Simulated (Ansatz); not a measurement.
# Eu (Im-3m): from the listed cell to zero pressure

Where does the pressure of Eu (Im-3m) vanish? The run doesn't test whether this is the element's stable form.

Program: Ansatz 0.2.0. Level of theory: DFT r²SCAN and PBE (the runs whose input is shown use PBE), scalar-relativistic, plane waves, PAW. These are calculated values, not measurements.

## 1. The system as given

The structure is cubic, space group Im-3m (No. 229). The conventional cell has a = 4.606 Å, b = 4.606 Å, c = 4.606 Å, α = 90.00°, β = 90.00°, γ = 90.00°. Eu (site symmetry m-3m) is surrounded by 8 Eu at 3.99 Å.

As a file:

```
CELL_PARAMETERS angstrom
-2.30300 2.30300 2.30300
2.30300 -2.30300 2.30300
2.30300 2.30300 -2.30300
ATOMIC_POSITIONS crystal
Eu 0.00000 0.00000 0.00000
```

Starting moments: Eu 7.00 μB.

## 2. First run, at the start cell

Contents of input.yaml:

```yaml
crystal:
  lattice:
    - [-2.303, 2.303, 2.303]
    - [2.303, -2.303, 2.303]
    - [2.303, 2.303, -2.303]
  atoms:
    - { symbol: Eu, position: [0.0, 0.0, 0.0], spin: 7.0 }
basis:
  ecutwfc: 420
  ecutrho_ratio: 4
kpoints:
  mp_grid: { grid: [6, 6, 6] }
hamiltonian:
  xc: pbe
scf:
  occupations: { method: gaussian, width: 0.05 }
output:
  forces: true
  stress: true
  eigenvalues: true
  populations: true
magnetization:
  spin_polarized: true
```

Command:

```sh
ansatz run input.yaml --threads 2 --pin off --max-ram 5120MiB --backend cpu --events-out ev --progress --plain --runs-dir out
```

The runs that follow: Volume adjusted, run 2; Volume adjusted, run 3; A new volume, run 4; Another level, run 5; Next volume, run 6; Next volume, run 7; Next volume, run 8.

**Question.** What will these runs give? Wanted: volume; pressure; conventional cell; gap on the mesh; moments in the spheres.

As calculated:

| quantity | value |
| --- | --- |
| volume | 44.187 Å³/atom |
| pressure | 0.00 GPa |
| conventional cell | a = 4.454 Å, b = 4.454 Å, c = 4.454 Å, α = 90.00°, β = 90.00°, γ = 90.00° |
| gap on the mesh | none (metal) |
| moments in the spheres | Eu 7.27 μB |

In words: The volume went from 48.86 to 44.19 Å³/atom (-9.6 %), where 0.00 GPa is left. Only the order of the starting moments is followed; others weren't tried in this session. No U acts on the 4f shell, so its levels can lie too near the Fermi level. Spin–orbit coupling is left out, though the cell holds Eu; it splits the 4f levels.
